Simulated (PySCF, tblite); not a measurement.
**CH₁₄N₂OSi₄: geometry, infrared bands and NMR shifts**

Wanted: the infrared bands and NMR shifts of CH₁₄N₂OSi₄ (`C[SiH2]N([SiH3])[Si@](N)(O)[SiH3]`), by calculation.

Programs: tblite 0.8.0 and PySCF 2.14.0, with density-fitted response routines of our own. Each step states its level of theory. These are calculated values for one molecule in the gas phase, unless marked as measured. Atoms count from 0, in the outputs and in this text.

## 1. Starting geometry

22 atoms, charge 0, multiplicity 1; geometry from: force field or distance geometry start.

Bonds of the start (Å): C0–Si1 1.86, Si1–N2 1.74, N2–Si3 1.77, N2–Si4 1.76, Si4–N5 1.79, Si4–O6 1.71, Si4–Si7 2.23, C0–H8 1.10, C0–H9 1.12, C0–H10 1.11, Si1–H11 1.48, Si1–H12 1.48, Si3–H13 1.47, Si3–H14 1.48, Si3–H15 1.46, N5–H16 1.06, N5–H17 1.06, O6–H18 0.99, Si7–H19 1.48, Si7–H20 1.46, Si7–H21 1.48.

## 2. Optimising the geometry with GFN2-xTB

What the job is given:

```
{"job": {"kind": "relax", "xc": "GFN2-xTB", "basis": "xTB"}, "charge": 0, "multiplicity": 1}
C      2.660900    -0.736200    -0.142600
Si     1.739200     0.417900    -1.274800
N      0.043700     0.624100    -0.926800
Si    -0.378600     2.124700    -0.085600
Si    -0.803600    -0.743500    -0.202300
N      0.249300    -1.413500     1.082100
O     -1.137000    -1.899200    -1.420700
Si    -2.672700    -0.078900     0.822000
H      2.304800    -1.777500    -0.192700
H      3.709500    -0.766700    -0.520500
H      2.747800    -0.372700     0.904700
H      1.977800    -0.083300    -2.642500
H      2.427300     1.726700    -1.185300
H      0.546500     3.224700    -0.384100
H     -0.444700     1.891400     1.375400
H     -1.739000     2.491100    -0.483900
H     -0.311800    -2.057200     1.712900
H      0.492700    -0.582100     1.697500
H     -2.081300    -2.189600    -1.387300
H     -3.816700    -0.925200     0.409500
H     -3.030600     1.312300     0.553900
H     -2.493800    -0.167900     2.290500
```

On the command line:

```sh
$ OMP_NUM_THREADS=1 python probes_run.py task.json out
```

The driver reads the jobs from task.json and runs them one after another.

**Question.** This job is followed by: GFN2-xTB harmonic vibrations, gas phase; GIAO PBE0/pcSseg-1 NMR shielding, non-relativistic, gas phase. Predict these results of the whole session: strongest single infrared mode (GFN2-xTB); zero-point energy (GFN2-xTB); ¹³C shifts against TMS (PBE0/pcSseg-1); ¹H shifts against TMS (PBE0/pcSseg-1, means over atoms taken as alike); ²⁹Si shifts against TMS (PBE0/pcSseg-1); ¹⁵N shifts against NH3 (PBE0/pcSseg-1); ¹⁷O shifts against H2O (PBE0/pcSseg-1).

**Answer**, as computed:

| quantity | value |
| --- | --- |
| strongest single infrared mode (GFN2-xTB) | 791 cm⁻¹, 663 km/mol |
| zero-point energy (GFN2-xTB) | 92.2 kcal/mol |
| ¹³C shifts against TMS (PBE0/pcSseg-1) | 0.6 ppm |
| ¹H shifts against TMS (PBE0/pcSseg-1, means over atoms taken as alike) | 5.20, 4.79, 4.66, 3.35, 2.04, 0.92, 0.28 ppm |
| ²⁹Si shifts against TMS (PBE0/pcSseg-1) | -17.6, -31.3, -59.2, -123.4 ppm |
| ¹⁵N shifts against NH3 (PBE0/pcSseg-1) | 51.2, 37.2 ppm |
| ¹⁷O shifts against H2O (PBE0/pcSseg-1) | 71.4 ppm |

**Reading.** Over 231 steps the energy fell by 1.338 eV; of the close pairs, Si4–O6 changed most, 1.712 to 1.627 Å. All 60 modes are real, so the xTB geometry is a minimum. Unscaled tight-binding wavenumbers are off by several per cent, some by more. Its intensities can rank the bands wrongly. At PBE0/pcSseg-1: The largest span, 113 ppm, is at Si3, where the paramagnetic term is -474 ppm.
